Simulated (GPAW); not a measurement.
The system is MgTiNbO4.

```
CELL_PARAMETERS angstrom
4.71026 -2.10295 0.00000
4.71026 2.10295 0.00000
-1.86680 0.00000 3.76678
ATOMIC_POSITIONS crystal
Nb 0.00849 0.00849 0.00928
Ti 0.75856 0.75856 0.25710
Mg 0.50853 0.50853 0.50941
O 0.26641 0.26641 0.26555
O 0.50797 0.50797 0.00863
O 0.75057 0.75057 0.74970
O 0.00899 0.00899 0.50983
```

The cell comes from a database or a generator and needn't be the stable form of this composition.

Base run:

```yaml
Program: GPAW 26.7.0
Functional: PBE
Potentials_or_basis: GPAW PAW data sets (gpaw-data 1.2.1)
Cutoff: 800 eV
Basis: pw
k_mesh: 5 × 5 × 5
Occupations: fermi-dirac, width 0.05 eV
Spin: no spin polarisation
```

Its results: pressure -3.0 GPa; largest force 0.268 eV/Å.

Problem. After a change of settings the same cell gave: pressure -8.0 GPa; largest force 0.261 eV/Å. Which change was it?
A. functional from PBE to PBEsol; potentials or basis from GPAW PAW data sets (gpaw-data 1.2.1) to PAW data sets generated in the run's folder for this functional
B. functional from PBE to LDA; potentials or basis from GPAW PAW data sets (gpaw-data 1.2.1) to the program's PAW data sets (release 1.2.1) made for this functional
C. cutoff from 800 eV to 600 eV
D. functional from PBE to LDA; potentials or basis from GPAW PAW data sets (gpaw-data 1.2.1) to the program's PAW data sets (release 1.2.1) made for this functional; cutoff from 800 eV to 600 eV

Solution. C.

Caveats: an odd number of electrons without spin polarisation forces a metal; a magnetic or distorted state may lie lower; the cutoff is short for stress and forces, so pressures can be off by a GPa or more (some runs).

Not every run made on this cell is shown here.
